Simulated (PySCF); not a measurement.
# Cd³⁶⁺, Cd³⁷⁺: ionisation energies in even-tempered 16s10p4d4f

Wanted: the ionisation energy of cadmium, up a ladder of methods.

Program: PySCF 2.14.0. Level of theory: unrestricted determinants in a Gaussian basis, no spin-orbit coupling in the energies. These are calculated values, not measurements, unless marked.

## (1) The system

| Item | Value |
| --- | --- |
| Element | cadmium (Z = 48) |
| Basis | an uncontracted even-tempered set (16 s from 6.2 bohr⁻², ratio 2.5; 10 p from 8.1 bohr⁻², ratio 2.5; 4 d from 30 bohr⁻², ratio 2.7; 4 f from 45 bohr⁻², ratio 2.7) |
| Hamiltonian | the non-relativistic Hamiltonian (point nucleus) |
| State 1 | Cd³⁶⁺: [Ne] 3s2, closed-shell 1S |
| State 2 | Cd³⁷⁺: [Ne] 3s1, 2S determinant |
| Needed too, but not shown | Cd³⁸⁺ [Ne] (1S) |
| Methods | CCSD(T) |
| Core shells frozen in the correlated runs | outer shells: 1s2 (for Cd³⁶⁺) |

Outer shells as boxes (Hund's rule):

Cd36+ [Ne] 3s2
```
[Ne] core
3s [↑↓]
```

Cd37+ [Ne] 3s1
```
[Ne] core
3s [↑ ]
```

One driver process ran all states and methods and kept the integrals in memory. Each run is shown as a PySCF script that sums up its settings (the driver passes frozen orbitals as a list and adds second-order terms of double hybrids); the logs are those of the runs themselves. The driver starts from symmetry-adapted Hartree-Fock orbitals, holds the occupation by maximum overlap and uses a logarithmic radial grid for functionals, so a plain start would take other cycles.

The integrals over 94 functions and the set-up took 0.15 s of CPU time.

## (2) Cd³⁶⁺, at CCSD(T) (outer shells)

#### CCSD(T) (outer shells)

input.py reads:

```python
from pyscf import gto, scf, dft, mp, cc
mol = gto.M(atom="Cd 0 0 0", charge=36, spin=0, symmetry="D2h",
            basis=gto.etbs([(0, 16, 6.2, 2.5), (1, 10, 8.1, 2.5), (2, 4, 30, 2.7), (3, 4, 45, 2.7)]))
mf = scf.UHF(mol)
mf.irrep_nelec = {'Ag': (3, 3), 'B1u': (1, 1), 'B2u': (1, 1), 'B3u': (1, 1)}
mf.kernel()
mycc = cc.CCSD(mf, frozen=1).run()
mycc.ccsd_t()
```

## (3) Cd³⁷⁺: CCSD(T) (outer shells)

#### CCSD(T) (outer shells)

input.py reads:

```python
from pyscf import gto, scf, dft, mp, cc
mol = gto.M(atom="Cd 0 0 0", charge=37, spin=1, symmetry="D2h",
            basis=gto.etbs([(0, 16, 6.2, 2.5), (1, 10, 8.1, 2.5), (2, 4, 30, 2.7), (3, 4, 45, 2.7)]))
mf = scf.UHF(mol)
mf.irrep_nelec = {'Ag': (3, 2), 'B1u': (1, 1), 'B2u': (1, 1), 'B3u': (1, 1)}
mf.kernel()
mycc = cc.CCSD(mf, frozen=1).run()
mycc.ccsd_t()
```

Q: Predict the outcome of this session.

The runs gave:

| quantity | value |
| --- | --- |
| ionisation energy, Cd³⁶⁺ | UHF 2350.1, CCSD(T) (outer shells) 2355.2 eV; reference 2427 ± 3 |
| ionisation energy, Cd³⁷⁺ | UHF 2425.4, CCSD(T) (outer shells) 2426.0 eV; reference 2498.62 ± 0.08 |

Accuracy by level (over 2 differences):

```tsv
method	mean absolute miss against CCSD(T) (outer shells) (eV)
UHF	2.877
MP2 (outer shells)	0.665
SCS-MP2 (outer shells)	0.467
CCSD (outer shells)	0.024
CCSD(T) (outer shells)	0.000
```

For the first difference the methods span 5.089 eV, from UHF (2350.1) to CCSD(T) (outer shells) (2355.2). The reference is uncertain or not like for like (spin-orbit coupling or other relativistic terms), so no ranking of close methods is drawn. The basis is finite, and no extrapolation was made.
